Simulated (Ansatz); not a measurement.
# La8O11: the cost of one run

Method: DFT PBE, plane waves, PAW, scalar-relativistic, no spin polarisation, in Ansatz 0.2.0.

## Step 1: The starting structure

The cell holds 19 atoms (La8O11): a = 7.862 Å, b = 6.808 Å, c = 6.112 Å, α = 90.00°, β = 90.00°, γ = 90.00°.

Its coordinates follow in the input file.

## Step 2: Relaxing end A

Contents of input.yaml:

```yaml
crystal:
  lattice:
    - [-3.930778, -6.808307, 0.0]
    - [5.896167, -3.404153, 0.0]
    - [0.0, 0.0, 6.111954]
  atoms:
    - { symbol: La, position: [0.5070446, 0.6637451, 0.7552121] }
    - { symbol: La, position: [0.4953384, 0.3313133, 0.244329] }
    - { symbol: O, position: [0.5015303, 0.3310725, 0.6519977] }
    - { symbol: O, position: [0.7492813, 0.5018395, -5.92e-05] }
    - { symbol: La, position: [0.2416281, 0.1765611, 0.7556414] }
    - { symbol: La, position: [0.2507976, 0.8319163, 0.2506536] }
    - { symbol: O, position: [0.2487841, 0.1706707, 0.3554073] }
    - { symbol: O, position: [0.2522851, 0.8285866, 0.6412957] }
    - { symbol: O, position: [0.4943653, 0.0052719, 0.0053201] }
    - { symbol: La, position: [0.0064033, 0.6692271, 0.7608018] }
    - { symbol: La, position: [-0.0007477, 0.3308003, 0.2437071] }
    - { symbol: O, position: [0.0029971, 0.6732351, 0.3503771] }
    - { symbol: O, position: [0.0032555, 0.3364597, 0.6401834] }
    - { symbol: O, position: [0.2509785, 0.5096273, -0.0041594] }
    - { symbol: La, position: [0.7434593, 0.1633067, 0.7483603] }
    - { symbol: La, position: [0.7529068, 0.8322524, 0.2510952] }
    - { symbol: O, position: [0.752308, 0.1676899, 0.3564607] }
    - { symbol: O, position: [0.7468103, 0.8264113, 0.6599989] }
    - { symbol: O, position: [-0.0020557, 0.0036362, 0.0065716] }
basis:
  ecutwfc: 420.0
kpoints:
  mp_grid: { grid: [2, 2, 2] }
hamiltonian:
  xc: pbe
  pseudopotentials: { kind: paw, azcp: { folder: soft_1 } }
scf:
  occupations: { method: gaussian, width: 0.05 }
  lower_state_search: "off"
relax:
  f_tol: 0.03
  max_steps: 60
  adjacent_minimum: "off"
```

Launch:

```sh
> ansatz run input.yaml --threads 2 --pin off --max-ram 5120MiB --backend cpu --events-out ev --progress --plain --runs-dir out
```

**Question.** How long does this run take on 2 threads of Arm Neoverse V2, shared host, and how much memory does it need?

About 83 s, with a peak of 0.84 GiB.
